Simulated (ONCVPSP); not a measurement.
**Al, ONCV: a sweep of the scale of all radii**

One potential is built and tested. Then the scale of all radii is changed, to learn what it costs or gains.

Method: ONCVPSP 4.0.1, PBEsol, scalar-relativistic.

## Step 1: The atom and the settings

Typed settings, in words:

```
element                 : aluminium (Al, Z = 13)
type                    : optimised norm-conserving Vanderbilt (ONCV)
frozen core             : [Ne]
valence charge          : 3
reference configuration : 3s2 3p1
partial waves           : 3s: rc 1.65 bohr, ncon 3, nbas 7, qcut 3.1 1/bohr, 2 projectors, debl 2.2 Ha; 3p: rc 2.45 bohr, ncon 4, nbas 7, qcut 3.2 1/bohr, 2 projectors, debl 0.4 Ha; d scattering state at 0.14 Ha: rc 2.45 bohr, ncon 3, nbas 7, qcut 4.3 1/bohr, 3 projectors, debl 0.5 Ha
local potential         : polynomial inside 1.30 bohr (lpopt 5, dvloc0 1 Ha)
core correction         : Teter function, fcfact 5.75, rcfact 1.05
```

The outer shells as boxes (Hund's rule for the drawing; the calculation is spin-unpolarised):

```
[Ne] core
3s [↑↓]
3p [↑ ][  ][  ]
```

The nodes and maxima of the atom's own shells, from an earlier all-electron run, set the scale for the radii.

All-electron outer shells of the reference configuration (PBEsol, scalar-relativistic, ld1.x):

```json
{"shell": "2s", "level (eV)": "-107.85", "outermost node (bohr)": "0.16", "outermost maximum (bohr)": "0.50"}
{"shell": "2p", "level (eV)": "-69.54", "outermost node (bohr)": "–", "outermost maximum (bohr)": "0.43"}
{"shell": "3s", "level (eV)": "-7.71", "outermost node (bohr)": "0.80", "outermost maximum (bohr)": "2.09"}
{"shell": "3p", "level (eV)": "-2.69", "outermost node (bohr)": "0.82", "outermost maximum (bohr)": "2.64"}
```

## Step 2: Generation of the first potential

Al.dat

```
# ATOM AND REFERENCE CONFIGURATION
# atsym  z   nc   nv     iexc    psfile
  Al 13.00    3    2  -116133      upf
#
#   n    l    f
    1    0    2.00
    2    0    2.00
    2    1    6.00
    3    0    2.00
    3    1    1.00
#
# PSEUDOPOTENTIAL AND OPTIMIZATION
# lmax
    2
#
#   l,   rc,      ep,       ncon, nbas, qcut
    0    1.65    0.00    3    7    3.10
    1    2.45    0.00    4    7    3.20
    2    2.45    0.14    3    7    4.30
#
# LOCAL POTENTIAL
# lloc, lpopt,  rc(5),   dvloc0
    4    5    1.30    1.00
#
# VANDERBILT-KLEINMAN-BYLANDER PROJECTORs
# l, nproj, debl
    0    2    2.20
    1    2    0.40
    2    3    0.50
#
# MODEL CORE CHARGE
# icmod, fcfact, rcfact
    3    5.75    1.05
#
# LOG DERIVATIVE ANALYSIS
# epsh1, epsh2, depsh
   -2.00    5.00    0.02
#
# OUTPUT GRID
# rlmax, drl
    6.00    0.01
#
# TEST CONFIGURATIONS
# ncnf
    4
# nvcnf
#   n    l    f
    2
    3    0    2.00
    3    1    0.00
#
    2
    3    0    1.00
    3    1    0.00
#
    2
    3    0    2.00
    3    1    0.50
#
    2
    3    0    0.00
    3    1    3.00
#
```

On the command line:

```
oncvpsp.x < Al.dat > Al.out
```

The output, Al.out (without the consistency checks and plot data):

```text
ONCVPSP  (Optimized Norm-Conservinng Vanderbilt PSeudopotential)
scalar-relativistic version 4.0.1

#   n    l    f        energy (Ha)
    1    0    2.00    -5.5411865E+01
    2    0    2.00    -3.9633103E+00
    2    1    6.00    -2.5555277E+00
    3    0    2.00    -2.8352285E-01
    3    1    1.00    -9.8840271E-02

Reference configufation results
  iterations    25
  all-electron total energy (Ha)   -2.42196117D+02

Begin loop to  construct optimized pseudo wave functions
and semi-local pseudopoentials for all angular momenta

   Wellstate for l =  0  n =  5
     eigenvalue =   1.9165
     asymptotic potential =   2.4165
     half-point radius =  4.0491

Calculating optimized projector #   1

 for l=   0

    Fraction of norm inside rc  0.176327
    Optimizing pswf for qcut=   3.11 a_B^-1,  ecut=   4.82 Ha
    Residual kinetic energy error=  1.97D-03 Ha

    Energy error per electron        Cutoff
         Ha          eV             Ha
         0.01000     0.27211        3.26
         0.00100     0.02721        5.73
         0.00010     0.00272       24.35
         0.00001     0.00027       47.01

Calculating optimized projector #   2

 for l=   0

    Fraction of norm inside rc  0.115282
    Optimizing pswf for qcut=   3.11 a_B^-1,  ecut=   4.82 Ha
    Residual kinetic energy error=  3.65D-02 Ha

    Energy error per electron        Cutoff
         Ha          eV             Ha
         0.01000     0.27211        6.03
         0.00100     0.02721       28.17
         0.00010     0.00272       75.93

   Wellstate for l =  1  n =  4
     eigenvalue =   0.3012
     asymptotic potential =   0.8012
     half-point radius =  7.1133

Calculating optimized projector #   1

 for l=   1

    Fraction of norm inside rc  0.284143
    Optimizing pswf for qcut=   3.20 a_B^-1,  ecut=   5.12 Ha
    Residual kinetic energy error=  4.80D-05 Ha

    Energy error per electron        Cutoff
         Ha          eV             Ha
         0.01000     0.27211        1.26
         0.00100     0.02721        2.03
         0.00010     0.00272        3.07
         0.00001     0.00027       15.74

Calculating optimized projector #   2

 for l=   1

    Fraction of norm inside rc  0.208001
    Optimizing pswf for qcut=   3.20 a_B^-1,  ecut=   5.12 Ha
    Residual kinetic energy error=  7.00D-05 Ha

    Energy error per electron        Cutoff
         Ha          eV             Ha
         0.01000     0.27211        1.59
         0.00100     0.02721        2.36
         0.00010     0.00272        4.38
         0.00001     0.00027       15.53

   Wellstate for l =  2  n =  3
     eigenvalue =   0.1400
     asymptotic potential =   0.6400
     half-point radius =  7.6025

   Wellstate for l =  2  n =  4
     eigenvalue =   0.6400
     asymptotic potential =   1.1400
     half-point radius =  5.9925

   Wellstate for l =  2  n =  5
     eigenvalue =   1.1400
     asymptotic potential =   1.6400
     half-point radius =  6.3275

Calculating optimized projector #   1

 for l=   2

    Fraction of norm inside rc  0.130134
    Optimizing pswf for qcut=   4.30 a_B^-1,  ecut=   9.26 Ha
    Residual kinetic energy error=  9.32D-06 Ha

    Energy error per electron        Cutoff
         Ha          eV             Ha
         0.01000     0.27211        2.53
         0.00100     0.02721        5.15
         0.00010     0.00272        7.27
         0.00001     0.00027        9.53

Calculating optimized projector #   2

 for l=   2

    Fraction of norm inside rc  0.288706
    Optimizing pswf for qcut=   4.30 a_B^-1,  ecut=   9.26 Ha
    Residual kinetic energy error=  1.43D-04 Ha

    Energy error per electron        Cutoff
         Ha          eV             Ha
         0.01000     0.27211        5.10
         0.00100     0.02721        7.55
         0.00010     0.00272        9.61
         0.00001     0.00027       20.14

Calculating optimized projector #   3

 for l=   2

    Fraction of norm inside rc  0.200438
    Optimizing pswf for qcut=   4.30 a_B^-1,  ecut=   9.26 Ha
    Residual kinetic energy error=  6.25D-04 Ha

    Energy error per electron        Cutoff
         Ha          eV             Ha
         0.01000     0.27211        6.32
         0.00100     0.02721        8.75
         0.00010     0.00272       12.09
         0.00001     0.00027       31.14

Construct Vanderbilt / Kleinmman-Bylander projectors

B matrix Hermiticity error, ll=   0
   1   2   -7.2448E-05

  Orthonormal projector coefficients  5.1788E+00  8.5902E-01

B matrix Hermiticity error, ll=   1
   1   2    7.5869E-06

  Orthonormal projector coefficients  1.4931E+00  2.5018E-01

B matrix Hermiticity error, ll=   2
   1   2    5.5048E-06
   1   3   -1.0848E-05
   2   3    1.1014E-05

  Orthonormal projector coefficients  6.1179E+01 -9.6275E-01 -3.8932E-01

Model core correction analysis
  based on d2Exc/dn_idn_j

d2excae - all-electron derivatives

   -3.746766D-02   -2.794587D-02
   -2.794506D-02   -2.897847D-02

d2excps - pseudofunction derivatives with no core correction

   -4.020573D-02   -2.906980D-02
   -2.907094D-02   -2.935832D-02

rms 2nd derivative error    1.594689E-03

rmatch, rhocmatch    1.4115    0.3312

Teter function model core charge with specified parameters

d2excps - pseudofunction derivatives with core correction

   -3.866504D-02   -2.845182D-02
   -2.845338D-02   -2.909956D-02

rms 2nd derivative error    7.004937E-04

Pseudoatom total energy   -1.938080

Diagnostic tests using Vanderbilt-Kleinman-Bylander pseudopotentials
  1 or more projectors used as specified by nproj input data

   l    rcore       rmatch      e in        delta e   norm test  slope test

   0   1.6589155   1.7092837  -0.2835229   0.0000068   1.0000102   0.9999355
   0   1.6589155   1.7092837   1.9164771   0.0003486   1.0002005   1.0002005

   1   2.4620166   2.5367688  -0.0988403   0.0000000   1.0000101   0.9999955
   1   2.4620166   2.5367688   0.3011597   0.0000007   1.0000469   1.0000469

   2   2.4620166   2.5367688   0.1400000  -0.0000348   1.0000044   1.0000044
   2   2.4620166   2.5367688   0.6400000  -0.0000103   1.0000097   1.0000097
   2   2.4620166   2.5367688   1.1400000   0.0000054   1.0000671   1.0000671

 Testing for bound ghosts
   n   l    E NL Schr. Eq   E Basis Diag.   E Cutoff

   1   0       -0.283516       -0.259356     67.45

   2   1       -0.098840       -0.090791     36.39

 Testing for highly-localized positive-energy ghosts
       l    <radius>/rc     E Basis Diag.   E Cutoff

       0        0.774498        4.445258     67.45  WARNING - GHOST(+)

       2        0.537482       29.664683     56.42  WARNING - GHOST(+)

       2        0.532579       94.771311     56.42  WARNING - GHOST(+)

Test configuration 0

   n   l     f        eae           eps        diff
   1   0  2.0000  -55.41186529
   2   0  2.0000   -3.96331035
   2   1  6.0000   -2.55552771
   3   0  2.0000   -0.28352285   -0.28351606    6.79D-06
   3   1  1.0000   -0.09884027   -0.09884023    4.53D-08

    Total energies and differences
      AE_ref= -2.42196117D+02  AE_tst= -2.42196117D+02  dif=  0.00D+00
      PS_ref= -1.93808043D+00  PS_tst= -1.93808043D+00  dif=  8.88D-16
      PSP excitation error= -8.88D-16

Test configuration 1

   n   l     f        eae           eps        diff
   1   0  2.0000  -55.72368339
   2   0  2.0000   -4.26961474
   2   1  6.0000   -2.86222184
   3   0  2.0000   -0.54295255   -0.54305326   -1.01D-04

    Total energies and differences
      AE_ref= -2.42196117D+02  AE_tst= -2.41985320D+02  dif=  2.11D-01
      PS_ref= -1.93808043D+00  PS_tst= -1.72719995D+00  dif=  2.11D-01
      PSP excitation error= -8.33D-05

Test configuration 2

   n   l     f        eae           eps        diff
   1   0  2.0000  -56.18811980
   2   0  2.0000   -4.72014152
   2   1  6.0000   -3.31272871
   3   0  1.0000   -0.86914416   -0.86811678    1.03D-03

    Total energies and differences
      AE_ref= -2.42196117D+02  AE_tst= -2.41280807D+02  dif=  9.15D-01
      PS_ref= -1.93808043D+00  PS_tst= -1.02281148D+00  dif=  9.15D-01
      PSP excitation error=  4.15D-05

Test configuration 3

   n   l     f        eae           eps        diff
   1   0  2.0000  -55.55473563
   2   0  2.0000   -4.10429353
   2   1  6.0000   -2.69666388
   3   0  2.0000   -0.40633757   -0.40636319   -2.56D-05
   3   1  0.5000   -0.20858053   -0.20864448   -6.39D-05

    Total energies and differences
      AE_ref= -2.42196117D+02  AE_tst= -2.42119915D+02  dif=  7.62D-02
      PS_ref= -1.93808043D+00  PS_tst= -1.86186131D+00  dif=  7.62D-02
      PSP excitation error= -1.65D-05

Test configuration 4

   n   l     f        eae           eps        diff
   1   0  2.0000  -55.54393606
   2   0  2.0000   -4.09229561
   2   1  6.0000   -2.68346535
   3   1  3.0000   -0.14210431   -0.14193334    1.71D-04

    Total energies and differences
      AE_ref= -2.42196117D+02  AE_tst= -2.41813724D+02  dif=  3.82D-01
      PS_ref= -1.93808043D+00  PS_tst= -1.55579100D+00  dif=  3.82D-01
      PSP excitation error=  1.04D-04
```

Wall time 8 s (1 thread, shared host).

Partial waves on a coarse radial grid (AE all-electron, PS pseudo):

| r (bohr) | 3p AE | 3p PS |
| --- | --- | --- |
| 0.123 | -0.0966 | 0.0035 |
| 0.245 | -0.1898 | 0.0138 |
| 0.368 | -0.2144 | 0.0310 |
| 0.490 | -0.1858 | 0.0545 |
| 0.613 | -0.1264 | 0.0839 |
| 0.735 | -0.0530 | 0.1179 |
| 0.858 | 0.0256 | 0.1559 |
| 0.980 | 0.1022 | 0.1960 |
| 1.103 | 0.1749 | 0.2380 |
| 1.225 | 0.2409 | 0.2801 |
| 1.348 | 0.3005 | 0.3223 |
| 1.470 | 0.3528 | 0.3632 |
| 1.593 | 0.3990 | 0.4024 |
| 1.715 | 0.4382 | 0.4383 |
| 1.838 | 0.4713 | 0.4703 |
| 1.960 | 0.4981 | 0.4973 |
| 2.083 | 0.5195 | 0.5191 |
| 2.205 | 0.5356 | 0.5355 |
| 2.328 | 0.5472 | 0.5472 |
| 2.450 | 0.5545 | 0.5545 |
| 2.573 | 0.5582 | 0.5582 |
| 2.695 | 0.5586 | 0.5586 |
| 2.818 | 0.5561 | 0.5561 |
| 2.940 | 0.5512 | 0.5512 |
| 3.063 | 0.5441 | 0.5441 |
| 3.185 | 0.5353 | 0.5353 |

Densities times 4π (e/bohr³); a dash where the program caps the true core:

| r (bohr) | pseudo valence | true core | model core |
| --- | --- | --- | --- |
| 0.123 | 0.06329 | – | 1.864 |
| 0.368 | 0.08223 | – | 1.565 |
| 0.613 | 0.128 | – | 1.099 |
| 0.858 | 0.1925 | – | 0.6355 |
| 1.103 | 0.2587 | 1.853 | 0.2959 |
| 1.348 | 0.3183 | 0.4712 | 0.1062 |
| 1.593 | 0.3441 | 0.1225 | 0.02713 |
| 1.838 | 0.3205 | 0.03267 | 0.004069 |
| 2.083 | 0.2714 | 0.008899 | 0.000169 |
| 2.328 | 0.2163 | 0.002469 | 2.131e-05 |
| 2.573 | 0.166 | 0.0006949 | 3.206e-05 |
| 2.818 | 0.1242 | 0.0001981 | 3.626e-06 |
| 3.063 | 0.09137 | 5.709e-05 | 7.021e-07 |

## Step 3: The configuration tests of the same run

Excitation and ionisation energies from 3s2 3p1, with the error of the potential.

| valence configuration | charge | ΔE all-electron (eV) | error AE − PS (meV) |
| --- | --- | --- | --- |
| 3s2 3p0 | +1 | 5.736 | -2.3 |
| 3s1 3p0 | +2 | 24.907 | +1.1 |
| 3s2 3p0.5 | +0.5 | 2.074 | -0.4 |
| 3s0 3p3 | 0 | 10.405 | +2.8 |

## Step 4: Logarithmic derivatives

Taken from the files of the generation run. The phase is arctan(r·R′/R) of the radial function R, unwrapped, with energies in Ha. A pole is an energy at which the radial function vanishes at the test radius. The pseudo phase is shifted by a multiple of π to meet the all-electron one at the reference energy. Levels narrower than the energy grid can be missing from the poles. The last column is the largest difference on the grid between −0.5 and +0.5 Ha.

| channel | radius (bohr) | reference (Ha) | poles AE | poles PS | window around the reference with phases within 0.05 rad (Ha) | largest difference near zero (rad) |
| --- | --- | --- | --- | --- | --- | --- |
| s | 1.68 | -0.28 | 3.01 | 2.95, 4.86 | below 3.7 | 0.001 |
| p | 2.49 | -0.10 | 0.90, 4.60 | 0.90, 3.82 | below 1.9 | 0.000 |
| d | 2.49 | 0.14 | 1.27, 4.31 | 1.27, 4.42 | the whole range | 0.000 |

Phases (rad) along the scan:

| E (Ha) | s AE | s PS | d AE | d PS |
| --- | --- | --- | --- | --- |
| -1.98 | 1.071 | 1.058 | 1.326 | 1.326 |
| -1.62 | 0.969 | 0.959 | 1.295 | 1.295 |
| -1.26 | 0.811 | 0.804 | 1.251 | 1.251 |
| -0.90 | 0.550 | 0.546 | 1.182 | 1.182 |
| -0.54 | 0.123 | 0.122 | 1.054 | 1.054 |
| -0.18 | -0.409 | -0.409 | 0.746 | 0.746 |
| 0.18 | -0.825 | -0.826 | -0.200 | -0.200 |
| 0.54 | -1.079 | -1.080 | -1.108 | -1.108 |
| 0.90 | -1.234 | -1.234 | -1.415 | -1.415 |
| 1.26 | -1.335 | -1.335 | -1.569 | -1.569 |
| 1.62 | -1.407 | -1.407 | -1.701 | -1.701 |
| 1.98 | -1.461 | -1.461 | -1.919 | -1.918 |
| 2.34 | -1.505 | -1.505 | -2.819 | -2.812 |
| 2.70 | -1.542 | -1.544 | -4.201 | -4.194 |
| 3.06 | -1.575 | -1.583 | -4.482 | -4.478 |
| 3.42 | -1.606 | -1.628 | -4.588 | -4.583 |
| 3.78 | -1.637 | -1.710 | -4.649 | -4.643 |
| 4.14 | -1.670 | -2.577 | -4.694 | -4.685 |
| 4.50 | -1.707 | -4.613 | -4.734 | -4.720 |
| 4.86 | -1.750 | -4.712 | -4.775 | -4.753 |

## Step 5: Plane-wave cutoff and ghosts

From the same output: the cutoffs (Ha) at which the residual kinetic energy of the hardest occupied pseudo-wave falls to 1 and 0.1 mHa per electron are 5.7 Ha and 24 Ha.

The program's own ghost test: no bound ghost flagged; GHOST(+) flagged for s at 121.0 eV, d at 807.2 eV, d at 2578.9 eV.

Cutoff (Ha) at which the first wave of each channel reaches a given error (Ha per electron):

| error | s | p | d |
| --- | --- | --- | --- |
| 1.0e-02 | 3.3 | 1.3 | 2.5 |
| 3.2e-03 | 4.4 | 1.6 | 3.9 |
| 1.0e-03 | 5.7 | 2.0 | 5.2 |
| 3.2e-04 | 11.7 | 2.5 | 6.3 |
| 1.0e-04 | 24.3 | 3.1 | 7.3 |
| 3.2e-05 | 41.4 | 5.9 | 8.3 |
| 1.0e-05 | 47.0 | 15.7 | 9.5 |

[end of part 1 of 2]
